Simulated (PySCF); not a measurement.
# C5H14B2NP: vibronic structure

Computed with PySCF 2.14.0 and routines of our own; the level stands in each step. Atoms count from 0.

## 1. The system as given

23 atoms, charge 0, multiplicity 1; geometry from: GFN2-xTB.

## 2. Vibronic structure: TDDFT PBE0/def2-SV(P)

The job: settings as JSON, then the geometry in Å.

```
{"job": {"kind": "vib", "xc": "PBE0", "basis": "def2-SV(P)", "tda": false}, "charge": 0, "multiplicity": 1}
C     -1.493688     0.301891    -1.790573
C     -1.453253     0.536964    -0.483086
C     -2.093199     1.773496     0.091407
B     -0.897760    -0.486805     0.563076
P     -2.178685    -1.248239     1.780790
N      0.454885    -0.838508     0.748879
B      1.675754    -0.376215     0.179416
C      1.725921     0.765437    -0.910902
C      3.026421    -1.042752     0.674864
H     -1.058219    -0.585698    -2.219074
H     -1.963284     0.983009    -2.484568
H     -2.829993     1.491011     0.845013
H     -2.579660     2.365468    -0.680932
H     -1.342224     2.388324     0.586216
H     -1.746325    -2.561863     1.680173
H     -3.214744    -1.426645     0.881528
H      0.597608    -1.548028     1.460465
H      2.693740     1.260016    -0.944566
H      0.960949     1.522928    -0.772426
H      1.556431     0.340489    -1.898916
H      2.886220    -1.879502     1.356721
H      3.621858    -1.398965    -0.163641
H      3.646495    -0.308828     1.187941
```

Level: TDDFT PBE0/def2-SV(P) vertical-gradient vibronic structure (displaced harmonic oscillators, Condon), gas phase.

Launch:

```console
> OMP_NUM_THREADS=1 python excited_run.py task.json out
```

One launch serves the whole session: the jobs run in the order shown.

Q: Estimate the wall time and peak memory of this first job on 1 thread of Arm Neoverse N1, shared host.

About 99 s, with a peak of 0.94 GiB.
